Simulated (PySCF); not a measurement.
# BClH8Si3: the cost of one run

Computed with PySCF 2.14.0, with density-fitted response routines of our own, on a single molecule in the gas phase. Atoms count from 0, in the outputs and in this text.

### Step 1. Starting geometry

13 atoms, charge 0, multiplicity 1; geometry from: GFN2-xTB. The atoms were then displaced at random by about 0.01 Å, so the start is not that level's minimum.

Bonds of the start (Å): Si0–Si1 2.28, Si1–Si2 2.33, Si2–B3 1.99, B3–Cl4 1.71, Si0–H5 1.48, Si0–H6 1.48, Si0–H7 1.49, Si1–H8 1.46, Si1–H9 1.49, Si2–H10 1.48, Si2–H11 1.45, B3–H12 1.12.

### Step 2. Optimising the geometry at PBE0-D3(BJ)/def2-SVP

The job: settings as JSON, then the geometry in Å.

```
{"job": {"xc": "PBE0", "basis": "def2-SVP", "d3": "d3bj", "grid": 1, "shake": 0.01, "kind": "geom"}, "charge": 0, "multiplicity": 1}
Si    -2.214480     0.632250     0.071030
Si    -0.635380    -0.965960     0.481380
Si     1.339730    -0.692430    -0.727260
B      2.487400     0.672120     0.157400
Cl     1.995140     2.302300     0.032190
H     -3.418180     0.138560    -0.628970
H     -2.721460     1.296300     1.288260
H     -1.681180     1.734970    -0.781390
H     -1.171860    -2.304480     0.277010
H     -0.314440    -0.980800     1.934040
H      2.032220    -1.985740    -0.887570
H      0.966180    -0.321140    -2.081620
H      3.342150     0.457180     0.855170
```

Started as:

```console
$ OMP_NUM_THREADS=1 python probes_run.py task.json out
```

The driver reads the jobs from task.json and runs them one after another.

**Question.** How long does this first job take on 1 thread of Arm Neoverse V2, shared host, and how much memory does it need?

About 46 s, with a peak of 0.53 GiB.
